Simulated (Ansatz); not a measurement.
Write a Python script for the Python package of Ansatz (0.2.0) that makes a single point from an input written key by key of C2H7B2N, SMILES BC=C(B)N. Settings: Hartree-Fock, def2-SVP basis, multiplicity 1.

```xyz
12

B    -1.4548    1.4086    0.2949
C    -0.9075    0.0001    0.3683
C     0.2848   -0.3684   -0.0688
B     0.8298   -1.8599    0.1066
N     1.2476    0.5387   -0.6733
H    -2.5939    1.6622    0.6930
H    -0.8905    2.3708   -0.1704
H    -1.5237   -0.7167    0.8089
H     1.8273   -2.2042   -0.2127
H     0.0299   -2.6623    0.6222
H     2.1739    0.2125   -0.9495
H     1.0541    1.5635   -0.7850
```

`deck.py`:
```python
"""C2H7B2N through the session interface."""

import ansatz as az
import numpy as np
import pandas as pd

DECK = """
crystal:
  periodic: [false, false, false]
  atoms:
    - { symbol: B, position_ang: [-1.4548, 1.4086, 0.2949] }
    - { symbol: C, position_ang: [-0.9075, 0.0001, 0.3683] }
    - { symbol: C, position_ang: [0.2848, -0.3684, -0.0688] }
    - { symbol: B, position_ang: [0.8298, -1.8599, 0.1066] }
    - { symbol: "N", position_ang: [1.2476, 0.5387, -0.6733] }
    - { symbol: H, position_ang: [-2.5939, 1.6622, 0.693] }
    - { symbol: H, position_ang: [-0.8905, 2.3708, -0.1704] }
    - { symbol: H, position_ang: [-1.5237, -0.7167, 0.8089] }
    - { symbol: H, position_ang: [1.8273, -2.2042, -0.2127] }
    - { symbol: H, position_ang: [0.0299, -2.6623, 0.6222] }
    - { symbol: H, position_ang: [2.1739, 0.2125, -0.9495] }
    - { symbol: H, position_ang: [1.0541, 1.5635, -0.785] }
basis:
  gaussian: { orbitals: def2-SVP }
hamiltonian:
  xc: hf
output:
  forces: true
"""

session = az.Session.from_yaml(DECK)
summary = session.plan(threads=1).execute().report

for key in ("converged", "free_energy_ev", "reference_energy_ev", "n_frozen", "n_occupied", "n_virtual"):
    print(f"{key:22s} {summary[key]}")
symbols = ["B", "C", "C", "B", "N", "H", "H", "H", "H", "H", "H", "H"]
state = summary["mean_field"]["state"]
print(f"mean field: {state['energy']['hartree']:.7f} Ha, <S^2> = {abs(state['spin_squared']):.4f}, stability: {state.get('stability', {}).get('kind')}")

print("forces (eV/A)")
for symbol, f in zip(symbols, summary["forces_ev_ang"]):
    print(f"  {symbol:2s} {f[0]:9.4f} {f[1]:9.4f} {f[2]:9.4f}")
charges = summary["charge_distribution"]
table = pd.DataFrame({"atom": symbols, "mulliken": charges["mulliken_charges_e"], "lowdin": charges["lowdin_charges_e"]})
print(table.round(3).to_string())
print("dipole (e A):", np.round(charges["dipole_moment_e_ang"], 4) + 0.0)
```

```console
$ python deck.py
converged              True
free_energy_ev         -4991.247471002175
reference_energy_ev    -4991.247471002175
n_frozen               0
n_occupied             [18, 18]
n_virtual              [87, 87]
mean field: -183.4249614 Ha, <S^2> = 0.0000, stability: minimum
forces (eV/A)
  B    -1.3521    1.3210    0.0386
  C    -0.7025    1.4789   -0.0093
  C     4.8669    1.0207   -1.8987
  B    -4.1186    0.3737    1.3125
  N    -1.5006   -0.0224    0.6147
  H     0.5929   -0.2498   -0.1007
  H     0.1962   -0.2246    0.0338
  H    -0.7700   -1.4413    0.6243
  H     2.8412   -0.7721   -0.8952
  H     0.7914    0.5965   -0.4167
  H    -1.1761    0.2571    0.3973
  H     0.3312   -2.3376    0.2995
   atom  mulliken  lowdin
0     B     0.218  -0.017
1     C    -0.223  -0.071
2     C     0.103   0.018
3     B     0.305   0.085
4     N    -0.390   0.095
5     H    -0.095  -0.044
6     H    -0.121  -0.052
7     H     0.032   0.012
8     H    -0.082  -0.052
9     H    -0.079  -0.027
10    H     0.156   0.018
11    H     0.177   0.034
dipole (e A): [ 0.4651 -0.108  -0.1311]
```

What to keep in mind:
- Total energies depend on the basis set; only differences at equal settings carry meaning.
- The geometry is a force-field or estimated start, not a minimum of this method, and the basis set is short of its limit.
- The Löwdin charges here are taken after orthogonalising the functions within each atom; they differ from plain Löwdin charges, and their signs can be unphysical.
- The whole script took 1.9 s on 1 thread of Arm Neoverse V2, with other jobs on the host, peak memory 0.27 GiB.
